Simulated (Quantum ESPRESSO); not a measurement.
TeW2: zone-centre phonons under several settings

```
Te W
1.0
     0.00000    3.12995    3.12995
     3.12995    0.00000    3.12995
     3.12995    3.12995    0.00000
Te W
1 2
Cartesian
  0.0000 0.0000 0.0000
  1.5650 1.5650 1.5650
  4.6949 4.6949 4.6949
```

The cell was built by a generator and needn't be a form met in nature.

All runs used Quantum ESPRESSO 7.5; potentials PseudoDojo 0.4.1 SR PBEsol standard; k mesh 7 × 7 × 7; no spin polarisation; cutoff 1088 eV; occupations cold, width 0.2 eV.

```csv
level,geometry,volume (Å³/atom),pressure (GPa),lowest optical mode without the field (cm⁻¹),highest optical mode without the field (cm⁻¹)
PBEsol,relaxed at 0 GPa,19.76,0.0,65,218
PBEsol,relaxed at 10 GPa,18.84,10.0,95,240
PBEsol,relaxed at 25 GPa,17.81,25.0,121,265
PBEsol,relaxed at 50 GPa,16.57,50.0,149,299
PBEsol,relaxed at 80 GPa,?,80.0,?,?
```

What stands in the row left open?

Volume 15.50 Å³/atom; lowest optical mode without the field 175 cm⁻¹; highest optical mode without the field 332 cm⁻¹.

Caveats: the cell is more than 3 GPa from zero pressure, which shifts response properties (some runs); the mesh is thin for the phonons of a metal (some runs); the volume moved by over 15 % at a fixed basis, so the end points are rough (some runs).

For the row left open. Caveat: the mesh is thin for the phonons of a metal; the volume moved by over 15 % at a fixed basis, so the end points are rough; the cell is more than 3 GPa from zero pressure, which shifts response properties.
